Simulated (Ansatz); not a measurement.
# ZrTa2: the cost of one run

Computed with Ansatz 0.2.0 (DFT PBE, scalar-relativistic, plane waves, PAW, unless a step's input says otherwise).

**1. The starting structure**

The structure is cubic, space group Fd-3m (No. 227). Conventional cell: a = 7.370 Å, b = 7.370 Å, c = 7.370 Å, α = 90.00°, β = 90.00°, γ = 90.00°. Zr (site symmetry -43m) is surrounded by 12 Ta at 3.06 Å and 4 Zr at 3.19 Å. Around Ta (site symmetry -3m) lie 6 Ta at 2.61 Å.

Coordinates:

```xyz
6
Lattice="0.0000 3.6849 3.6849 3.6849 0.0000 3.6849 3.6849 3.6849 0.0000" Properties=species:S:1:pos:R:3 pbc="T T T"
Zr    0.0000    0.0000    0.0000
Zr    1.8424    1.8424    1.8424
Ta    4.6061    4.6061    4.6061
Ta    4.6061    2.7637    2.7637
Ta    2.7637    2.7637    4.6061
Ta    2.7637    4.6061    2.7637
```

(A quick probe on a coarse mesh, which set the mesh and smearing, is not shown.)

**3. A loose first relaxation**

The input, input.yaml:

```yaml
crystal:
  lattice:
    - [0.0, 3.6848749501, 3.6848749501]
    - [3.6848749501, 0.0, 3.6848749501]
    - [3.6848749501, 3.6848749501, 0.0]
  atoms:
    - { symbol: Zr, position: [0.0, 0.0, 0.0] }
    - { symbol: Zr, position: [0.25, 0.25, 0.25] }
    - { symbol: Ta, position: [0.625, 0.625, 0.625] }
    - { symbol: Ta, position: [0.125, 0.625, 0.625] }
    - { symbol: Ta, position: [0.625, 0.625, 0.125] }
    - { symbol: Ta, position: [0.625, 0.125, 0.625] }
basis:
  ecutwfc: 420
kpoints:
  mp_grid: { grid: [4, 4, 4] }
hamiltonian:
  xc: pbe
scf:
  occupations: { method: gaussian, width: 0.1 }
  lower_state_search: "off"
output:
  forces: true
  stress: true
  eigenvalues: true
relax:
  adjacent_minimum: "off"
  f_tol: 0.04
  max_steps: 70
  cell: { stress_tol: 0.4 }
```

The run is started by

```console
ansatz run input.yaml --threads 1 --pin off --max-ram 2560MiB --backend cpu --events-out ev --progress --plain --runs-dir out
```

What time and memory should one allow on 1 thread of Arm Neoverse V1, shared host?

About 16 s, with a peak of 0.4 GiB.
